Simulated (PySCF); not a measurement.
# A diatomic session: BiS

The task here is to estimate one member of a computed series from the others.

Method: Bi def2-SVP with ECP60, S def2-SVP, scalar-relativistic core potentials; program: PySCF 2.14.0.

The first run:

The job is set up so:

| Quantity | Value |
| --- | --- |
| atoms | Bi, S |
| charge | 0 |
| basis | Bi def2-SVP with ECP60, S def2-SVP |
| Hamiltonian | scalar-relativistic core potentials |
| basis functions | 44 |
| electrons treated | 39 |
| masses in u | 208.9804, 31.9721 |
| levels | PBE0, PBE, r²SCAN, r²SCANh, M06-2X, BP86, LC-ωPBE, HF, MP2, SCS-MP2, CCSD, CCSD(T) |
| grid | 80 radial by 434 angular points |
| occupations | held fixed by the projection of orbital angular momentum |
| dissociation limit | Bi + S, each in its ground configuration |
| starting distance in angstrom | 2.445 |
| values of 2S to try | 1, 3, 5 |

Command:

```sh
$ OMP_NUM_THREADS=1 python dia.py task.json out
```

Among the steps run: Set-up; The PBE0 curve of the state that the search chose; Other states along the same grid; PBE; r²SCAN (meta-GGA); r²SCANh; M06-2X (hybrid meta-GGA); BP86; LC-ωPBE (range-separated hybrid); UHF (mean field); Adding correlation.

One table of the session follows, with a row left open; its other results are not shown here.

| level | Re (Å) | ωe (cm⁻¹) | De (eV) | μ (D) |
| --- | --- | --- | --- | --- |
| UHF-CCSD | 2.344 | 427 | 1.98 | n/a |
| PBE | 2.354 | 422 | 3.52 | -2.87 |
| BP86 | 2.357 | 420 | 3.53 | -2.81 |
| r²SCAN | 2.336 | 436 | 3.04 | -3.16 |
| PBE0 | ? | ? | ? | ? |

Estimate the missing values for PBE0.

As computed: Re (Å): 2.321; ωe (cm⁻¹): 445; De (eV): 2.97; μ (D): -3.19. In the column «Re (Å)» it is the lowest.

De is counted to Bi + S in their ground configurations.

Caveats from the session: At some levels the lowest empty orbital lies below the highest filled one (the two can be of opposite spin).
